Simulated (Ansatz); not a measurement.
# Ge2Sb2Te5: the cost of one run

Computed with Ansatz 0.2.0 (DFT PBE, scalar-relativistic, plane waves, PAW, unless a step's input says otherwise).

## Step 1: The structure to begin with

It takes space group P1 (No. 1, triclinic). The conventional cell has a = 11.950 Å, b = 11.950 Å, c = 11.950 Å, α = 90.00°, β = 90.00°, γ = 90.00°. Te (site symmetry 1) has 2 Sb at 3.00 to 3.10 Å and 3 Te at 3.06 to 3.39 Å as nearest neighbours. Around Te (site symmetry 1) lie 2 Sb at 2.85 to 3.18 Å and 1 Te at 3.05 Å. Around Te (site symmetry 1) lie 1 Ge at 2.85 Å and 1 Sb at 2.93 Å and 1 Te at 3.10 Å. Around Te (site symmetry 1) lie 1 Ge at 2.68 Å and 3 Te at 2.85 to 3.35 Å and 1 Sb at 3.17 Å. Te (site symmetry 1) is surrounded by 1 Ge at 2.74 Å and 3 Te at 3.02 to 3.35 Å and 3 Sb at 3.08 to 3.39 Å. Around Te (site symmetry 1) lie 2 Ge at 2.72 to 3.05 Å and 1 Sb at 2.93 Å. Around Te (site symmetry 1) lie 1 Ge at 2.85 Å and 1 Sb at 2.87 Å and 1 Te at 3.07 Å. Around Te (site symmetry 1) lie 3 Ge at 2.78 to 2.89 Å. Only part of the 54 independent sites is listed.

Structure file:

```cif
data_structure
_symmetry_space_group_name_H-M 'P1'
_symmetry_Int_Tables_number 1
_cell_length_a 11.9500
_cell_length_b 11.9500
_cell_length_c 11.9500
_cell_angle_alpha 90.000
_cell_angle_beta 90.000
_cell_angle_gamma 90.000
_cell_volume 1706.49
loop_
_atom_site_label
_atom_site_type_symbol
_atom_site_symmetry_multiplicity
_atom_site_Wyckoff_symbol
_atom_site_fract_x
_atom_site_fract_y
_atom_site_fract_z
_atom_site_occupancy
Te1 Te 1 a 0.27178 0.27113 0.51996 1
Te2 Te 1 a 0.16865 0.79731 0.09399 1
Te3 Te 1 a 0.67449 0.36671 0.19414 1
Te4 Te 1 a 0.94991 0.01085 0.86772 1
Te5 Te 1 a 0.15612 0.99476 0.67905 1
Te6 Te 1 a 0.02784 0.11316 0.19948 1
Te7 Te 1 a 0.83344 0.76090 0.87369 1
Te8 Te 1 a 0.74485 0.52291 0.50739 1
Te9 Te 1 a 0.90904 0.06033 0.53442 1
Te10 Te 1 a 0.33781 0.00350 0.28680 1
Te11 Te 1 a 0.98741 0.34389 0.44442 1
Te12 Te 1 a 0.91682 0.24590 0.89242 1
Te13 Te 1 a 0.24318 0.65969 0.29578 1
Te14 Te 1 a 0.27705 0.53007 0.50603 1
Te15 Te 1 a 0.34067 0.41065 0.16950 1
Te16 Te 1 a 0.98978 0.51417 0.28379 1
Te17 Te 1 a 0.58106 0.80198 0.98091 1
Te18 Te 1 a 0.13742 0.03799 0.43076 1
Te19 Te 1 a 0.69619 0.84228 0.62102 1
Te20 Te 1 a 0.03997 0.48778 0.70641 1
Te21 Te 1 a 0.32558 0.70087 0.72606 1
Te22 Te 1 a 0.44011 0.46517 0.92539 1
Te23 Te 1 a 0.07757 0.76025 0.79486 1
Te24 Te 1 a 0.43977 0.17264 0.68611 1
Te25 Te 1 a 0.76643 0.46630 0.97272 1
Te26 Te 1 a 0.72258 0.67959 0.25847 1
Te27 Te 1 a 0.46338 0.00310 0.85874 1
Te28 Te 1 a 0.22293 0.26426 0.88369 1
Te29 Te 1 a 0.66985 0.00775 0.27819 1
Te30 Te 1 a 0.52077 0.47000 0.69975 1
Ge1 Ge 1 a 0.24076 0.14244 0.12561 1
Ge2 Ge 1 a 0.54463 0.82252 0.21436 1
Ge3 Ge 1 a 0.56420 0.65839 0.56446 1
Ge4 Ge 1 a 0.55754 0.99447 0.51003 1
Ge5 Ge 1 a 0.37362 0.92508 0.65812 1
Ge6 Ge 1 a 0.39852 0.79410 0.42136 1
Ge7 Ge 1 a 0.49757 0.26316 0.07209 1
Ge8 Ge 1 a 0.80899 0.94201 0.02750 1
Ge9 Ge 1 a 0.50103 0.15891 0.26449 1
Ge10 Ge 1 a 0.95195 0.64207 0.46819 1
Ge11 Ge 1 a 0.80813 0.51891 0.73569 1
Ge12 Ge 1 a 0.83977 0.19297 0.35234 1
Sb1 Sb 1 a 0.20759 0.03008 0.92874 1
Sb2 Sb 1 a 0.50651 0.30803 0.43912 1
Sb3 Sb 1 a 0.11377 0.55699 0.91943 1
Sb4 Sb 1 a 0.69323 0.18771 0.54733 1
Sb5 Sb 1 a 0.96387 0.87701 0.18671 1
Sb6 Sb 1 a 0.71377 0.30674 0.76225 1
Sb7 Sb 1 a 0.07909 0.24703 0.69192 1
Sb8 Sb 1 a 0.84059 0.84342 0.40625 1
Sb9 Sb 1 a 0.91709 0.62777 0.05570 1
Sb10 Sb 1 a 0.51753 0.51404 0.31102 1
Sb11 Sb 1 a 0.17382 0.78117 0.49355 1
Sb12 Sb 1 a 0.37149 0.68891 0.96040 1
```

## Step 2: Molecular dynamics: Ge2Sb2Te5, no spin

Contents of input.yaml:

```yaml
crystal:
  lattice:
    - [11.95, 0.0, 0.0]
    - [0.0, 11.95, 0.0]
    - [0.0, 0.0, 11.95]
  atoms:
    - { symbol: Te, position: [0.27178, 0.271133, 0.519958] }
    - { symbol: Te, position: [0.168648, 0.797311, 0.093993] }
    - { symbol: Te, position: [0.674486, 0.366706, 0.194136] }
    - { symbol: Te, position: [0.949912, 0.010854, 0.867718] }
    - { symbol: Te, position: [0.156122, 0.9947599, 0.679046] }
    - { symbol: Te, position: [0.027837, 0.113159, 0.199484] }
    - { symbol: Te, position: [0.833443, 0.760902, 0.873688] }
    - { symbol: Te, position: [0.744848, 0.522909, 0.507393] }
    - { symbol: Te, position: [0.909041, 0.060333, 0.53442] }
    - { symbol: Te, position: [0.337806, 0.003499, 0.286798] }
    - { symbol: Te, position: [0.98741, 0.34389, 0.444424] }
    - { symbol: Te, position: [0.916823, 0.245897, 0.892421] }
    - { symbol: Te, position: [0.243185, 0.659688, 0.295783] }
    - { symbol: Te, position: [0.27705, 0.530071, 0.506026] }
    - { symbol: Te, position: [0.340671, 0.410653, 0.169505] }
    - { symbol: Te, position: [0.989777, 0.514173, 0.283786] }
    - { symbol: Te, position: [0.581062, 0.801983, 0.980912] }
    - { symbol: Te, position: [0.137424, 0.037988, 0.43076] }
    - { symbol: Te, position: [0.69619, 0.842283, 0.621019] }
    - { symbol: Te, position: [0.039969, 0.487779, 0.706412] }
    - { symbol: Te, position: [0.325583, 0.700873, 0.726058] }
    - { symbol: Te, position: [0.440111, 0.465168, 0.925389] }
    - { symbol: Te, position: [0.077573, 0.760253, 0.794863] }
    - { symbol: Te, position: [0.439766, 0.172637, 0.686112] }
    - { symbol: Te, position: [0.76643, 0.466301, 0.972719] }
    - { symbol: Te, position: [0.722583, 0.679593, 0.25847] }
    - { symbol: Te, position: [0.463377, 0.0031038, 0.858743] }
    - { symbol: Te, position: [0.222931, 0.264256, 0.883686] }
    - { symbol: Te, position: [0.669854, 0.007753, 0.278194] }
    - { symbol: Te, position: [0.520773, 0.47, 0.699748] }
    - { symbol: Ge, position: [0.240763, 0.142437, 0.125607] }
    - { symbol: Ge, position: [0.54463, 0.822523, 0.214363] }
    - { symbol: Ge, position: [0.564197, 0.658394, 0.564459] }
    - { symbol: Ge, position: [0.55754, 0.994474, 0.510032] }
    - { symbol: Ge, position: [0.373617, 0.925085, 0.658117] }
    - { symbol: Ge, position: [0.398516, 0.794096, 0.421356] }
    - { symbol: Ge, position: [0.497572, 0.263164, 0.072089] }
    - { symbol: Ge, position: [0.808988, 0.942015, 0.027496] }
    - { symbol: Ge, position: [0.501034, 0.158915, 0.264488] }
    - { symbol: Ge, position: [0.951955, 0.642071, 0.468192] }
    - { symbol: Ge, position: [0.808127, 0.518906, 0.735693] }
    - { symbol: Ge, position: [0.839768, 0.192967, 0.352341] }
    - { symbol: Sb, position: [0.207591, 0.030076, 0.928743] }
    - { symbol: Sb, position: [0.506507, 0.308028, 0.43912] }
    - { symbol: Sb, position: [0.113768, 0.556992, 0.919427] }
    - { symbol: Sb, position: [0.693227, 0.187712, 0.547326] }
    - { symbol: Sb, position: [0.963867, 0.877011, 0.186707] }
    - { symbol: Sb, position: [0.713774, 0.306739, 0.762254] }
    - { symbol: Sb, position: [0.079091, 0.247029, 0.69192] }
    - { symbol: Sb, position: [0.840589, 0.843425, 0.406246] }
    - { symbol: Sb, position: [0.917087, 0.627769, 0.055696] }
    - { symbol: Sb, position: [0.517527, 0.514041, 0.311021] }
    - { symbol: Sb, position: [0.173823, 0.781171, 0.493548] }
    - { symbol: Sb, position: [0.371494, 0.688912, 0.960404] }
scf:
  occupations: { method: gaussian, width: 0.1 }
output:
  forces: true
hamiltonian:
  xc: pbe
basis:
  ecutwfc: 300
kpoints:
  mp_grid: { grid: [1, 1, 1] }
md:
  timestep: 3.0
  n_steps: 800
  ensemble: nvt_langevin
  temperature: 650.0
  initial_velocities: maxwell_boltzmann
  seed: 22
  temperature_schedule:
    - { n_steps: 400, end_temperature: 650.0 }
    - { n_steps: 360, end_temperature: 300.0 }
    - { n_steps: 40, end_temperature: 300.0 }
```

Launch:

```
$ ansatz run input.yaml --threads 16 --pin off --max-ram 16384MiB --backend cpu --events-out ev --progress --plain --runs-dir out
```

Q: Estimate wall time and peak memory on 16 threads of AMD EPYC 9R45 (Zen 5), shared host.

About 21 min, with a peak of 2.3 GiB.
